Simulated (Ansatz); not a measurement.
**CH₄LiNO (SMILES [Li][O]CN): one structure at several levels**

An exercise on one series of results from a longer session: the logs are not shown, and one member is left open.

Method: single points in def2-TZVPP; program: Ansatz 0.2.0, Gaussian basis.

Correlated methods freeze the cores. The outer core shell of Li, Na, Mg and K is correlated.

### Starting geometry

8 atoms, charge 0, spin multiplicity 1.

Atoms are counted from 1 here; the program's logs count them from 0.

Bond lengths: Li1–O2 1.687 Å, O2–C3 1.557 Å, C3–N4 1.391 Å, C3–H5 1.086 Å, C3–H6 1.044 Å, N4–H8 0.863 Å. Angles: Li1–O2–C3 172.1°, O2–C3–N4 105.2°, O2–C3–H5 114.5°, O2–C3–H6 85.5°, N4–C3–H5 106.4°, N4–C3–H6 132.6°, H5–C3–H6 110.5°, C3–N4–H8 111.4°.

Coordinates:

```mol
CH4LiNO
  3D, bonds by distance, orders not assigned

  8  6  0  0  0  0  0  0  0  0999 V2000
   -2.2553   -1.3548    1.0054 Li  0  0
   -1.1305   -0.5130    0.0715 O   0  0
   -0.0218    0.3453   -0.6047 C   0  0
    1.0484    0.3259    0.2840 N   0  0
   -0.2845    1.3897   -0.7449 H   0  0
   -0.2356   -0.2048   -1.4657 H   0  0
    1.4399   -0.9736    0.6073 H   0  0
    0.8972    0.8267    0.9703 H   0  0
  1  2  8  0
  2  3  8  0
  3  4  8  0
  3  5  8  0
  3  6  8  0
  4  8  8  0
M  END
```

The first run:

Contents of run/in.yaml:

```yaml
crystal:
  periodic: [false, false, false]
  atoms:
    - {symbol: Li, position_ang: [-2.255300, -1.354800, 1.005400]}
    - {symbol: O, position_ang: [-1.130500, -0.513000, 0.071500]}
    - {symbol: C, position_ang: [-0.021800, 0.345300, -0.604700]}
    - {symbol: N, position_ang: [1.048400, 0.325900, 0.284000]}
    - {symbol: H, position_ang: [-0.284500, 1.389700, -0.744900]}
    - {symbol: H, position_ang: [-0.235600, -0.204800, -1.465700]}
    - {symbol: H, position_ang: [1.439900, -0.973600, 0.607300]}
    - {symbol: H, position_ang: [0.897200, 0.826700, 0.970300]}
basis:
  gaussian: {orbitals: def2-TZVPP}
correlation: {method: ccsd_t}
output: {forces: true}
```

The command line of these runs was not kept.

Steps of the session up to this table: CCSD(T)/def2-TZVPP; PBE0-D4/def2-TZVPP; wB97M-V/def2-TZVPP; r2SCAN-D4/def2-TZVPP; PBE-D4/def2-TZVPP; revPBE-D4/def2-TZVPP; BHLYP-D4/def2-TZVPP.

One table of the session follows, with a row left open; its other results are not shown here.

```
   method  RMS force component (eV/Å)  angle to CCSD(T) forces (°)  dipole (D)
  CCSD(T)                       4.147                    reference        5.95
  PBE0-D4                       4.173                          2.5        5.88
  wB97M-V                       4.155                          1.6        5.85
r2SCAN-D4                       4.104                          2.4        5.84
   PBE-D4                       4.116                          3.9        5.57
revPBE-D4                           ?                            ?           ?
 BHLYP-D4                       4.146                          3.3        5.97
```

Q: Estimate the row for revPBE-D4 from the others.

The run gave: RMS force component (eV/Å): 4.088; angle to CCSD(T) forces (°): 3.8; dipole (D): 5.57. In the column «RMS force component (eV/Å)» it is the lowest.
